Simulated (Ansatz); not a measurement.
A nudged elastic band was laid between two geometries of a periodic cell of 17 atoms, W$_{16}$O (host W, host structure bcc, interstitial O).

Theory: DFT PBE, scalar-relativistic, plane waves, PAW (Ansatz). Settings: PAW set soft_1, cutoff 420 eV, k mesh 3x3x3, fermi-dirac smearing 0.1 eV, no spin polarisation.

```yaml
movable_images: 7
climbing_image: yes
spring: 5.0 eV/Å²
optimiser: quadratic models (default)
start_path: IDPP
force_threshold: 0.05 eV/Å
iteration_limit: 29
end_points: relaxed
```

Image 0:

```xyz
17
Lattice="6.3200 0.0000 0.0000 0.0000 6.3200 0.0000 0.0000 0.0000 6.3200" Properties=species:S:1:pos:R:3
W 0.018 0.001 0.035
W 3.138 0.001 0.035
W 0.006 3.161 0.031
W 0.009 0.001 3.158
W 1.578 1.561 1.546
W 3.150 3.161 0.031
W 3.147 0.001 3.158
W 4.738 1.573 1.550
W 0.145 3.161 3.089
W 1.578 4.761 1.546
W 1.578 1.570 4.743
W 3.011 3.161 3.088
W 4.738 4.749 1.550
W 4.738 1.434 4.812
W 1.578 4.752 4.743
W 4.738 4.888 4.812
O 4.738 3.161 3.951
```

Image 8:

Only the atoms that move by more than 0.05 Å are listed.
```
W8 4.736 1.504 1.439
W9 0.143 3.229 3.166
W12 3.009 3.228 3.166
W14 4.736 1.505 4.893
W16 4.736 4.767 4.754
O17 4.736 2.366 3.166
```

(1) Which bonds break or form, and what moves?

(2) What energy profile does the band end with?

(3) What is the geometry of the highest image?

## Answers

(1) The atom that moves furthest is O17, by 1.12 Å; four of its nearest neighbours are W16 1.93, W14 1.93, W12 1.93, W9 1.93 Å at the first end and W8 1.93, W14 1.93, W9 1.93, W12 1.93 Å at the last.

(2) The forces met the threshold. The highest image is number 4 of 0 to 8, 0.35 eV above the ends, which have the same energy within 2 meV. By the program's own check the climbing image is a first-order saddle point (lowest curvatures found: -1.69 and 6.88 eV/Å²). Limits of this set-up: coarse k mesh, a small cell, in which the defect meets its images, a typed lattice constant that wasn't relaxed here.

```json
{"image": "0", "path coordinate (Å)": "0.00", "energy (eV)": "0.00", "W16–O17 (Å)": "1.93", "W8–O17 (Å)": "2.88"}
{"image": "1", "path coordinate (Å)": "0.15", "energy (eV)": "0.05", "W16–O17 (Å)": "1.97", "W8–O17 (Å)": "2.75"}
{"image": "2", "path coordinate (Å)": "0.31", "energy (eV)": "0.18", "W16–O17 (Å)": "2.03", "W8–O17 (Å)": "2.61"}
{"image": "3", "path coordinate (Å)": "0.46", "energy (eV)": "0.32", "W16–O17 (Å)": "2.14", "W8–O17 (Å)": "2.45"}
{"image": "4", "path coordinate (Å)": "0.62", "energy (eV)": "0.35", "W16–O17 (Å)": "2.28", "W8–O17 (Å)": "2.28"}
{"image": "5", "path coordinate (Å)": "0.77", "energy (eV)": "0.32", "W16–O17 (Å)": "2.45", "W8–O17 (Å)": "2.14"}
{"image": "6", "path coordinate (Å)": "0.92", "energy (eV)": "0.18", "W16–O17 (Å)": "2.61", "W8–O17 (Å)": "2.03"}
{"image": "7", "path coordinate (Å)": "1.08", "energy (eV)": "0.05", "W16–O17 (Å)": "2.75", "W8–O17 (Å)": "1.97"}
{"image": "8", "path coordinate (Å)": "1.23", "energy (eV)": "0.00", "W16–O17 (Å)": "2.88", "W8–O17 (Å)": "1.93"}
```

(3) 
```xyz
17
Lattice="6.3200 0.0000 0.0000 0.0000 6.3200 0.0000 0.0000 0.0000 6.3200" Properties=species:S:1:pos:R:3
W 0.002 -0.021 0.023
W 3.151 -0.021 0.023
W 0.001 3.161 0.017
W 0.001 -0.015 3.162
W 1.577 1.551 1.555
W 3.154 3.160 0.017
W 3.154 -0.015 3.162
W 4.737 1.582 1.589
W 0.216 3.219 3.103
W 1.578 4.786 1.536
W 1.576 1.555 4.767
W 2.937 3.217 3.105
W 4.737 4.776 1.546
W 4.737 1.423 4.899
W 1.577 4.767 4.771
W 4.737 4.733 4.740
O 4.737 2.806 3.516
```

Time of the run: 17 min on 4 threads of Arm Neoverse V2 (shared host), peak memory 3.4 GiB.
